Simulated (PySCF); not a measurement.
# [BrCl2]+: structure of the singlet

Where does singlet [BrCl2]+ go from a PBE0 minimum start, is the end point a minimum, and what are its modes, charges and moments?

Method: PBE0, basis Br def2-TZVP, Cl def2-TZVP, no relativity, density fitting; program: PySCF 2.14.0.

## Step 1: Starting geometry

3 atoms, charge 1, spin multiplicity 1.

Bond lengths: Br1–Cl2 2.101 Å, Br1–Cl3 2.101 Å. Angles: Cl2–Br1–Cl3 105.9°.

Coordinates in bohr (charge 1 multiplicity 1):
```
Br    0.0000    0.0000   -1.1237
Cl    3.1677    0.0000    1.2688
Cl   -3.1677    0.0000    1.2688
```

## Step 2: First SCF at the start

The steps below are one call of a driver around PySCF. For each, scf.py gives the equivalent set-up of the SCF; relaxations use the driver's own optimiser. After this first run the driver tries any further starts and a stability analysis.

File scf.py:

```python
from pyscf import gto, scf, dft
mol = gto.M(atom='''
Br     0.000000     0.000000    -0.594638
Cl     1.676299    -0.000000     0.671408
Cl    -1.676299     0.000000     0.671408''',
    basis={'Br': 'def2-TZVP', 'Cl': 'def2-TZVP'},
    charge=1, spin=0)
mf = dft.RKS(mol, xc='PBE0')
mf.grids.atom_grid = (50, 194)
aux = {'Br': 'def2-universal-JKFIT', 'Cl': 'def2-universal-JKFIT'}
mf = mf.density_fit(auxbasis=aux)
mf.conv_tol = 1e-08
mf.diis_space = 10
mf.max_cycle = 60
mf.init_guess = 'minao'
mf.verbose = 4
mf.kernel()
```

On the command line:

```sh
> OMP_NUM_THREADS=2 python axn.py task.json out
```

Standard output:

```text
init E= -3493.31383608656
  HOMO = -0.282101866770766  LUMO = -0.164662319543446  gap/eV = 3.19569
cycle= 1 E= -3493.46373989509  delta_E= -0.15  |g|=  0.7  |ddm|= 1.96
  HOMO = -0.578728187779602  LUMO = -0.449999042816056  gap/eV = 3.50290
cycle= 2 E= -3493.31253273266  delta_E= 0.151  |g|= 1.09  |ddm|=  1.4
  HOMO = -0.558516045135747  LUMO = -0.398957367637339  gap/eV = 4.34181
cycle= 3 E= -3493.56800961549  delta_E= -0.255  |g|= 0.115  |ddm|= 0.871
  HOMO = -0.545069491741508  LUMO = -0.381664993030828  gap/eV = 4.44646
cycle= 4 E= -3493.57031238266  delta_E= -0.0023  |g|= 0.0338  |ddm|= 0.121
  HOMO = -0.544535802340619  LUMO = -0.380021811619919  gap/eV = 4.47665
cycle= 5 E= -3493.57060566017  delta_E= -0.000293  |g|= 0.00765  |ddm|= 0.0341
  HOMO = -0.544503291997465  LUMO = -0.379777668731373  gap/eV = 4.48241
cycle= 6 E= -3493.5706206044  delta_E= -1.49e-05  |g|= 0.00239  |ddm|= 0.00738
  HOMO = -0.544709166627634  LUMO = -0.380053298992239  gap/eV = 4.48051
cycle= 7 E= -3493.5706220123  delta_E= -1.41e-06  |g|= 0.000298  |ddm|= 0.00182
  HOMO = -0.544707731260434  LUMO = -0.380053597775753  gap/eV = 4.48047
cycle= 8 E= -3493.57062205234  delta_E= -4e-08  |g|= 4.68e-05  |ddm|= 0.000464
  HOMO = -0.544704805357931  LUMO = -0.380049434566194  gap/eV = 4.48050
cycle= 9 E= -3493.57062205393  delta_E= -1.59e-09  |g|= 9.18e-06  |ddm|= 0.000124
  HOMO = -0.544705764212814  LUMO = -0.380050504940894  gap/eV = 4.48050
Extra cycle  E= -3493.57062205395  delta_E= -2.05e-11  |g|= 9.42e-06  |ddm|= 1.73e-05
converged SCF energy = -3493.57062205395
```

This step, with its further starts and checks, took 8.1 s on 2 threads of AMD EPYC 7R43 (Zen 3), shared host.

No lower closed-shell solution turned up in the test of internal stability.

## Step 3: Relaxation: PBE0 minimum start, singlet

The program finds C2v symmetry in the start, which this walk keeps. Threshold on the gradient: 0.0003 Eh/bohr, with a further test on the energy change.

Changes to scf.py since step 2:

```diff
@@ -3,3 +3,3 @@
-Br     0.000000     0.000000    -0.594638
-Cl     1.676299    -0.000000     0.671408
-Cl    -1.676299     0.000000     0.671408''',
+Br     0.000000     0.000000    -0.594832
+Cl     1.676299     0.000000     0.671214
+Cl    -1.676299     0.000000     0.671214''',
@@ -15 +14,0 @@
-mf.init_guess = 'minao'
```

The optimiser's trace:

| step | energy (Eh) | change (kJ/mol) | largest symmetric gradient (Eh/bohr) |
| --- | --- | --- | --- |
| 0 | -3493.570622 | 0.00 | 0.00007 |

The walk took 1.8 s.

End point (C2v, 0 steps, 0.0 kJ/mol gained): Br–Cl 2.101 Å (×2); Cl–Br–Cl 105.9°.

## Step 4: Is it a minimum? Harmonic modes

The point is checked on the finer grid, and tightened if its gradient asks for it. The Hessian and the dipole derivatives come from central differences of analytic gradients, with steps of 0.02 bohr.

Changes to scf.py since step 3:

```diff
@@ -9 +9 @@
-mf.grids.atom_grid = (50, 194)
+mf.grids.atom_grid = (75, 302)
@@ -12 +12 @@
-mf.conv_tol = 1e-08
+mf.conv_tol = 1e-10
```

This SCF starts from the last density.

SCF at the final geometry:

```text
init E= -3493.57056150566
  HOMO = -0.5447064154645  LUMO = -0.380054047982206  gap/eV = 4.48042
cycle= 1 E= -3493.57056150566  delta_E= -1.82e-12  |g|= 5.33e-06  |ddm|= 6.43e-06
  HOMO = -0.544706777220568  LUMO = -0.380054626199684  gap/eV = 4.48041
Extra cycle  E= -3493.57056150565  delta_E= 1.36e-11  |g|= 8.27e-06  |ddm|= 1e-05
converged SCF energy = -3493.57056150565
```

The whole step took 26 s.

Geometry: C2v; Br–Cl 2.101 Å (×2); Cl–Br–Cl 105.9°.

Modes, for the most abundant isotopes:

```
symmetry  ω (cm⁻¹)  IR (km/mol)     type
      a1       164          0.4     bend
      b2       442         23.9  stretch
      a1       453          0.6  stretch
```

All wavenumbers are real: a minimum.

Properties at this point:

```yaml
Dipole_moment_about_the_centre_of_mass: 0.25 D
Highest_occupied_level: -14.82 eV
Lowest_empty_level: -10.34 eV
Rotational_constants: 0.2836, 0.08578, 0.06586 cm⁻¹
Zero-point_energy: 6.3 kJ/mol
Principal_polarisabilities: 24.8, 36.9, 65.4 bohr³
Principal_traceless_quadrupole_moments_about_the_centre_of_mass: -8.98, -0.04, 9.02 D Å
Entropy_at_298.15_K_and_1_bar: 293.2 J/(mol K)
Heat_capacity_Cp_at_298.15_K: 52.6 J/(mol K)
Enthalpy_at_298.15_K_above_0_K: 12.94 kJ/mol
Rotational_symmetry_number: 2
```

Charges (e) and bond orders:

```json
{"atom": "Br1", "Mulliken": "0.66", "Löwdin": "0.48", "polar tensor": "0.89", "Mayer order to Br1": "–"}
{"atom": "Cl2,3", "Mulliken": "0.17", "Löwdin": "0.26", "polar tensor": "0.06", "Mayer order to Br1": "1.19"}
```

Outer orbital energies (eV). occupied: -27.60, -20.66, -19.76, -18.78, -16.52, -16.39, -16.15, -14.82; empty: -10.34, -9.78, -1.28, -1.24.

Mulliken populations on Br1: s 7.93, p 16.14, d 10.24, f 0.03.

## Step 5: Summary of results

```
                            quantity                                value
                             minimum                         singlet, C2v
                            geometry  Br–Cl 2.101 Å (×2); Cl–Br–Cl 105.9°
                  wavenumbers (cm⁻¹)         164 (a1), 442 (b2), 453 (a1)
      dipole moment (centre of mass)                               0.25 D
highest occupied, lowest empty level                    -14.82, -10.34 eV
          polar-tensor charge of Br1                              +0.89 e
                   zero-point energy                           6.3 kJ/mol
                 entropy at 298.15 K                      293.2 J/(mol K)
```

The molecule stays C2v, as typed, and the end point is a minimum. In the infrared the band at 442 cm⁻¹ (b2, stretch) leads. Only this shape and spin were tried, so other structures or states may lie lower.

The search up to here took 36 s.
